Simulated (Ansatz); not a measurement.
# ZnF2: taking an electron away

One table from this session's results is given with a row withheld; the runs are named, their logs left out.

Method: unrestricted cation, the program's frozen cores in correlated methods; program: Ansatz 0.2.0, Gaussian basis.

Levels to be run: UKS PBE-D4/def2-TZVPP; UKS r2SCAN-D4/def2-TZVPP; UKS PBE0-D4/def2-TZVPP; UKS B3LYP-D4/def2-TZVPP; UKS wB97X-V/def2-TZVPP; UKS wB97M-V/def2-TZVPP; UKS B2PLYP/def2-TZVPP; UHF-CCSD(T)/def2-TZVPP; UHF-MP2/def2-QZVPP; extrapolation to the limit; then −ε(HOMO) from the neutral's earlier runs with LDA (SPW92), PBE-D4, revPBE-D4, BLYP-D4, r2SCAN-D4, B97M-V, PBE0-D4, B3LYP-D4, r2SCANh-D4, r2SCAN0-D4, HSE06-D4, BHLYP-D4, CAM-B3LYP-D4, LC-ωPBE, ωB97X-V, ωB97M-V.

## Structure used throughout

An earlier PBE0-D4 in a triple-zeta def2 set relaxation fixed the geometry.

SMILES `[F][Zn][F]`, 3 atoms, charge 0, spin multiplicity 1.

Atoms are counted from 1 here; the program's logs count them from 0.

Bond lengths: F1–Zn2 1.732 Å, Zn2–F3 1.732 Å. Angles: F1–Zn2–F3 180.0°.

Coordinates:

```xyz
3

F    -1.4049    0.7231   -0.6974
Zn   -0.0037   -0.0218   -0.0045
F     1.3977   -0.7661    0.6887
```

Set-up of the first run:

The input, in.yaml:

```yaml
crystal:
  periodic: [false, false, false]
  atoms:
    - {symbol: F, position_ang: [-1.404909, 0.723124, -0.697381]}
    - {symbol: Zn, position_ang: [-0.003723, -0.021837, -0.004478]}
    - {symbol: F, position_ang: [1.397732, -0.766087, 0.688659]}
basis:
  gaussian: {orbitals: def2-TZVPP}
total_charge: 1
magnetization: {spin_polarized: true, initial_magnetization: 1}
hamiltonian: {xc: pbe, dispersion: d4}
```

Among the steps run: Cation, UKS PBE-D4/def2-TZVPP; Cation, UKS r2SCAN-D4/def2-TZVPP; Cation, UKS PBE0-D4/def2-TZVPP; Cation, UKS B3LYP-D4/def2-TZVPP; Cation, UKS wB97X-V/def2-TZVPP; Cation, UKS wB97M-V/def2-TZVPP; Cation, UKS B2PLYP (frozen core)/def2-TZVPP; Cation, UHF-CCSD(T)/def2-TZVPP; Cation, UHF-MP2/def2-QZVPP.

One table of the session follows, with a row left open; its other results are not shown here.

It belongs to the step «Ionisation energies side by side». For comparison, −ε(HOMO) of the neutral from earlier runs:

```
  functional  −ε(HOMO) (eV)
 LDA (SPW92)           8.90
      PBE-D4           8.58
   revPBE-D4           8.47
     BLYP-D4           8.54
   r2SCAN-D4           8.98
      B97M-V           9.10
     PBE0-D4              ?
    B3LYP-D4          10.29
  r2SCANh-D4           9.73
  r2SCAN0-D4          10.87
    HSE06-D4          10.13
    BHLYP-D4          12.54
CAM-B3LYP-D4          12.17
     LC-ωPBE          13.41
     ωB97X-V          13.10
     ωB97M-V          13.10
```

**Question.** Estimate the row for PBE0-D4.

**Answer.** −ε(HOMO) (eV): 10.55. In the column «−ε(HOMO) (eV)» it lies between B3LYP-D4 (10.29) and r2SCAN0-D4 (10.87).
